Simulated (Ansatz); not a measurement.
Task: a projected density of states of Na3Al, space group Fm-3m, with the Ansatz DFT code, driven from Python. Give the script and its output. Level of theory: r2SCAN, PAW, the default cutoff (500 eV here), Gaussian smearing of 0.1 eV.

```xyz
4
Lattice="0.0000 3.8330 3.8330 3.8330 0.0000 3.8330 3.8330 3.8330 0.0000" Properties=species:S:1:pos:R:3 pbc="T T T"
Na    1.9165    1.9165    1.9165
Na    5.7495    5.7495    5.7495
Na    3.8330    3.8330    3.8330
Al    0.0000    0.0000    0.0000
```

Script `pdos_na3al.py`:
```python
import warnings

import ansatz
import numpy as np


def main() -> None:
    warnings.simplefilter("ignore", ansatz.DeckWarning)

    crystal = (
        ansatz.Lattice.of([0.0, 3.833004, 3.833004], [3.833004, 0.0, 3.833004], [3.833004, 3.833004, 0.0])
        .atom("Na", [0.25, 0.25, 0.25])
        .atom("Na", [0.75, 0.75, 0.75])
        .atom("Na", [0.5, 0.5, 0.5])
        .atom("Al", [0.0, 0.0, 0.0])
    )

    calc = crystal.calculation()
    calc = calc.occupations("gaussian").functional("r2scan")
    calc = calc.kpoints(spacing=0.26).scf(extra_bands=14)
    calc = calc.density_of_states(projected=True, method="smearing", broadening_width=0.15, energy_step=0.1)
    history = []
    done = calc.session().plan().execute(on_event=lambda event: history.append(event["data"]["dr2_ev"]) if event["event"] == "scf_iter" else None)
    report = done.report
    print("density residual by iteration (eV):", " ".join(f"{value:.1e}" for value in history[:40]))

    dos = done.density_of_states()
    energy = np.asarray(dos.energies_ev) - dos.fermi_ev
    curves = {}
    for site in done.projected_density_of_states().sites:
        for shell in site.shells:
            weight = sum(np.sum(curve.g_bin_mean_per_ev, axis=0) for curve in shell.curves)
            name = f"{site.species} {shell.label}"
            curves[name] = curves.get(name, 0) + weight

    step = energy[1] - energy[0]
    windows = [(-8, -4), (-4, 0), (0, 4)]
    print("states by shell in windows of E - E_F (eV):", windows)
    for name, g in curves.items():
        print(f"{name:8s}", " ".join(f"{step * g[(energy >= a) & (energy < b)].sum():8.3f}" for a, b in windows))
    filled = (energy < 0) & (energy > -8)
    for name, g in curves.items():
        if g[filled].sum() * step > 0.5:
            print(f"centre of {name}: {np.average(energy[filled], weights=g[filled]):.2f} eV")


if __name__ == "__main__":
    main()
```

```console
$ python pdos_na3al.py
density residual by iteration (eV): 2.5e-02 3.9e-03 7.1e-04 9.6e-05 7.4e-06 9.7e-07 2.6e-07 3.0e-08
states by shell in windows of E - E_F (eV): [(-8, -4), (-4, 0), (0, 4)]
Na 2S       0.006    0.016    0.017
Na 3S       0.584    1.036    2.300
Na 2P       0.004    0.012    0.005
Al 3S       1.373    0.219    0.296
Al 3P       0.016    2.738    2.253
centre of Na 3S: -2.57 eV
centre of Al 3S: -4.19 eV
centre of Al 3P: -0.93 eV
```

Reading the output:
- This cell is a computed structure, which may not be the phase found in nature.
- Curves are summed over the cell's atoms. Only shells that the potentials hold have channels, so projections don't add up to the total, least of all where a shell is missing (p of most metals); heights and places of peaks move with the mesh.
- The density of states is complete only as far up as bands were computed.
- A band centre counts only the states inside the window taken.
- Finished in 4.4 s on 1 thread of Intel(R) Xeon(R) Platinum 8488C (Sapphire Rapids), on a shared host, peak memory 0.62 GiB.
